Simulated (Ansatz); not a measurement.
# CH6BFO2: the cost of one run

Program: Ansatz 0.2.0. Level of theory: RKS PBE0-D4/def2-SVP. These are calculated values, not measurements.

### 1 The starting structure

Bond lengths: B1–F2 1.670 Å, B1–H3 1.190 Å, B1–O4 1.410 Å, O4–H5 1.010 Å, B1–O6 1.710 Å, O6–C7 1.420 Å, C7–H8 1.110 Å, C7–H9 1.110 Å, C7–H10 1.110 Å, F2–H11 1.041 Å, O6–H11 1.132 Å. Angles (14 of 18 angles, heavy atoms first): F2–B1–O4 120.0°, F2–B1–O6 71.6°, O4–B1–O6 92.8°, B1–O6–C7 125.0°, B1–F2–H11 80.7°, F2–B1–H3 120.0°, H3–B1–O4 120.0°, H3–B1–O6 105.4°, B1–O4–H5 109.5°, B1–O6–H11 76.7°, C7–O6–H11 114.5°, O6–C7–H8 109.5°, O6–C7–H9 109.5°, O6–C7–H10 109.5°.

Structure file:

```xyz
11

B     0.0000    0.0000    0.0000
F     0.0000    0.0000    1.6700
H     1.0305    0.0000   -0.5950
O    -1.2211    0.0000   -0.7050
H    -1.7308   -0.8467   -0.4965
O    -0.2139    1.6086    0.5392
C    -1.4111    2.3603    0.4047
H    -2.1842    1.7397   -0.0944
H    -1.7728    2.6639    1.4093
H    -1.2133    3.2659   -0.2060
H    -0.1354    1.0186    1.5024
```

### 2 A restrained relaxation towards end A

Springs on the bonds that form and break draw the guess towards this end; the thresholds are loose.

File input.yaml:

```yaml
crystal:
  periodic: [false, false, false]
  atoms:
    - { symbol: B, position_ang: [0.0, 0.0, 0.0] }
    - { symbol: F, position_ang: [0.0, 0.0, 1.67] }
    - { symbol: H, position_ang: [1.0305, 0.0, -0.595] }
    - { symbol: O, position_ang: [-1.2211, 0.0, -0.705] }
    - { symbol: H, position_ang: [-1.7308, -0.8467, -0.4965] }
    - { symbol: O, position_ang: [-0.2139, 1.6086, 0.5392] }
    - { symbol: C, position_ang: [-1.4111, 2.3603, 0.4047] }
    - { symbol: H, position_ang: [-2.1842, 1.7397, -0.0944] }
    - { symbol: H, position_ang: [-1.7728, 2.6639, 1.4093] }
    - { symbol: H, position_ang: [-1.2133, 3.2659, -0.206] }
    - { symbol: H, position_ang: [-0.1354, 1.0186, 1.5024] }
basis:
  gaussian: { orbitals: def2-SVP }
hamiltonian:
  xc: pbe0
  dispersion: d4
relax:
  f_tol: 0.15
  max_steps: 25
  restrain:
    - { distance: [0, 5], at: 2.61, k: 30.0 }
    - { distance: [10, 1], at: 2.12, k: 30.0 }
    - { distance: [0, 1], at: 1.32, k: 30.0 }
    - { distance: [10, 5], at: 1.01, k: 30.0 }
output:
  orbitals: {}
```

Command:

```bash
$ ansatz run input.yaml --threads 2 --pin off --max-ram 3072MiB --backend cpu --events-out ev --progress --plain --runs-dir out
```

Q: Estimate wall time and peak memory on 2 threads of Arm Neoverse V1, shared host.

About 31 s, with a peak of 0.21 GiB.
